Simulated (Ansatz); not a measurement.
**Tl3Ge (Pm-3m): frozen displacement of one atom from a Python script**

Wanted for Tl3Ge (Pm-3m): a frozen displacement of one atom.

Computed with Ansatz 0.2.0 through its Python package. Level of theory: DFT LDA, plane waves, PAW.

## (1) Starting point

It takes space group Pm-3m (No. 221, cubic). The conventional cell has a = 4.819 Å, b = 4.819 Å, c = 4.819 Å, α = 90.00°, β = 90.00°, γ = 90.00°. Around Tl (site symmetry 4/mmm) lie 8 Tl at 3.41 Å and 4 Ge at 3.41 Å. Ge (site symmetry m-3m) is surrounded by 12 Tl at 3.41 Å.

Input file tl3ge.extxyz:

```xyz
4
Lattice="4.818523 0.0 0.0 0.0 4.818523 0.0 0.0 0.0 4.818523" Properties=species:S:1:pos:R:3 pbc="T T T"
Tl    0.00000000    2.40926150    2.40926150
Tl    2.40926150    0.00000000    2.40926150
Tl    2.40926150    2.40926150    0.00000000
Ge    0.00000000    0.00000000    0.00000000
```

## (2) The code

Contents of tl3ge_push.py:

```python
"""Energy and force of Tl3Ge as one atom is pushed off its site."""

import ansatz as az
import numpy as np

SETTINGS = {
    "occupations": "fermi_dirac",
    "width_ev": 0.1,
    "kgrid": (5, 5, 5),
    "xc": "lda",
}

structure = az.Crystal.from_extxyz("tl3ge.extxyz")

inverse = np.linalg.inv(np.array(structure.lattice.vectors))
home = np.array(structure.sites[0].position)
values = np.linspace(-0.2, 0.2, 5)
energies, pulls = [], []
for shift in values:
    moved = structure.move(0, to=home + shift * inverse[0])
    setup = moved.calculation()
    setup = setup.occupations(SETTINGS["occupations"], width=SETTINGS["width_ev"])
    setup = setup.kpoints(*SETTINGS["kgrid"])
    setup = setup.functional(SETTINGS["xc"])
    setup = setup.forces()
    report = setup.run().report
    energies.append(report["free_energy_ev"])
    pulls.append(report["forces_ev_ang"][0][0])

# the force is minus the slope of the free energy
print("shift (A)   dE (eV)   force along x (eV/A)")
for shift, e, f in zip(values, energies, pulls):
    print(f"{shift:8.3f} {e - energies[2]:10.5f} {f:12.4f}")
print(f"stiffness from energies {2 * np.polyfit(values, energies, 2)[0]:.3f}, from forces {-np.polyfit(values, pulls, 1)[0]:.3f} eV/A^2")
```

## (3) What the engine is handed

The engine receives this input (first run):

```yaml
crystal:
  lattice:
    - [4.818523, 0.0, 0.0]
    - [0.0, 4.818523, 0.0]
    - [0.0, 0.0, 4.818523]
  atoms:
    - { symbol: Tl, position: [-0.04150649483254516, 0.5, 0.5] }
    - { symbol: Tl, position: [0.5, 0.0, 0.5] }
    - { symbol: Tl, position: [0.5, 0.5, 0.0] }
    - { symbol: Ge, position: [0.0, 0.0, 0.0] }
kpoints:
  mp_grid:
    grid: [5, 5, 5]
hamiltonian:
  xc: lda
scf:
  occupations:
    method: fermi_dirac
    width: 0.1
output:
  forces: true
```

## (4) The run

Run with:

```
$ python tl3ge_push.py
```

**Question.** How stiff is this displacement, and do energies and forces agree?

**Answer**, as computed:

| quantity | value |
| --- | --- |
| runs compared | 5 |
| range of energy | 10.31 meV/atom |
| lowest point, shift of atom 1 from run 1 (Å) | 0.200 |

The curvature of the energy gives 2.063 eV/Å² and the slope of the force 2.068 eV/Å², a positive curvature. Notes:
- The mesh is modest for a metal, so energies can be off by several to tens of meV an atom and pressures by half a GPa or more; differences at equal mesh fare better.
- In a metal a curvature from energy changes of a few meV or less hangs on mesh and smearing, in size and even in sign.
- Spin-orbit coupling, which matters for elements this heavy, is left out.
- The structure comes from a database of computed cells and needn't be a stable or known phase.
- All periodic images of the atom move with it, so the curvature is one diagonal element of the zone-centre force constants and no normal mode; a positive value doesn't exclude soft modes in which several atoms move.
